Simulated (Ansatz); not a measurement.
Rb, space group P6_3/mmc, a surface slab

Program: Ansatz 0.2.0, Python API.

Run as a notebook:

**Cell 1**
```python
import warnings

import ansatz as az
from ase import Atoms
from ase.build import surface
import numpy as np

params = {
    "occupations": "Fermi-Dirac",
}
```

**Cell 2**
```python
warnings.simplefilter("ignore", az.DeckWarning)
```

**Cell 3**
```python
atoms = Atoms(
    ["Rb", "Rb", "Rb", "Rb"],
    scaled_positions=[
        [0.0, 0.0, 0.0],
        [1 / 3, 2 / 3, 0.75],
        [0.0, 0.0, 0.5],
        [2 / 3, 1 / 3, 0.25],
    ],
    cell=[
        [5.08878, 0.0, 0.0],
        [-2.54439, 4.407013, 0.0],
        [0.0, 0.0, 16.883726],
    ],
    pbc=True,
)
# the plane is named in the basis of this cell
slab = surface(atoms, (0, 0, 1), 2, vacuum=6.0)
slab.pbc = True
```

**Cell 4**
```python
print(slab.get_chemical_formula(), "area {:.3f} A^2, cell height {:.2f} A".format(np.linalg.norm(np.cross(slab.cell[0], slab.cell[1])), slab.cell[2, 2]))
```
Output:
```text
Rb8 area 22.426 A^2, cell height 41.55 A
```

**Cell 5**
```python
def prepared(structure):
    return (
        az.Crystal.from_ase(structure).calculation()
        .functional(az.Functional.PBESOL)
        .occupations(params["occupations"])
        .basis(35 * az.Ry)
    )


setup = (
    prepared(slab)
    .kpoints(4, 4, 1)
    .electric_field(axis=3, dipole_correction=True)
    .potential()
    .forces()
)
outcome = setup.run()
summary = outcome.report
```
Output:
```text
RunWarning: efield: at this solve's end the planar-averaged density reaches 1.70e-3 e/Å³ inside the ramp window [0.9259, 0.0741] (bound 1e-5 e/Å³); the window's nearer edge stands 2.92 Å from this solve's nearest atom along the axis. Its work functions, free [...]
RunWarning: The output density's exchange-correlation potential varies sharply where the density is thin. Do not read a vacuum level from v_tot or v_xc, or from such a field of the output density. On a cell that repeats whose density bears no net charge and [...]
```

**Cell 6**
```python
summary["n_iterations"], summary["closed_by"]
```
Output:
```text
(7, 'deck_thresholds')
```

**Cell 7**
```python
summary["kweights"]
```
Output:
```text
[0.0625, 0.375, 0.1875, 0.375]
```

**Cell 8**
```python
print(f"slab free energy {summary['free_energy_ev']:.4f} eV, Fermi level {summary['fermi_energy_ev']:.3f} eV")
face = summary["work_function"]
print("work function (eV), upper and lower face:", *(round(face[k], 3) for k in ("phi_plus_ev", "phi_minus_ev") if face.get(k) is not None))
print(f"dipole {face['dipole_moment_e_ang']:+.4f} e A")
```
Output:
```text
slab free energy -25735.6373 eV, Fermi level 1.020 eV
work function (eV), upper and lower face: 2.199 2.2
dipole +0.0001 e A
```

**Cell 9**
```python
# surface energy from the bulk energy at the same settings
bulk = prepared(atoms).kpoints(5, 5, 2).run().report
excess = summary["free_energy_ev"] - bulk["free_energy_ev"] * len(slab) / len(atoms)
area = np.linalg.norm(np.cross(slab.cell[0], slab.cell[1]))
print(f"mean surface energy {excess / (2 * area) * 16.02177:.3f} J/m^2 ({1000 * excess / (2 * area):.1f} meV/A^2)")
```
Output:
```text
mean surface energy 0.166 J/m^2 (10.3 meV/A^2)
```

**Cell 10**
```python
print("z (A) and force along z (eV/A)")
for site, force in sorted(zip(outcome.lattice.sites, summary["forces_ev_ang"]), key=lambda pair: pair[0].position_ang[2]):
    print(f"{site.symbol:3s} {site.position_ang[2]:8.3f} {force[2]:9.4f}")
```
Output:
```text
z (A) and force along z (eV/A)
Rb     6.000    0.0338
Rb    10.221    0.0081
Rb    14.442   -0.0069
Rb    18.663   -0.0024
Rb    22.884    0.0025
Rb    27.105    0.0068
Rb    31.326   -0.0086
Rb    35.547   -0.0333
```

Caveats:
- Total energies depend on the potentials; only differences at equal settings carry meaning. A total without «per atom» is that of the whole cell that was run.
- The density doesn't vanish in the vacuum (a short gap or a low cutoff), which blurs the vacuum level.
- Only differences from the Fermi energy are physical; the zero of the scale is a convention.
- This isn't the structure that Rb takes at ambient conditions.
- Warnings are shown shortened and without file and line.
- The slab is thin and cut from the structure as given; a cut can leave two unlike or polar faces, and the surface energy is then their mean. Miller indices refer to the vectors of the cell as typed, and the lattice isn't relaxed for this functional, so relaxation and surface energy can hold strain.
- The script silences the warnings on its input, which a real study should read.
- Timing: 24 s on 1 thread of Arm Neoverse V2, on a shared host, peak memory 0.99 GiB.
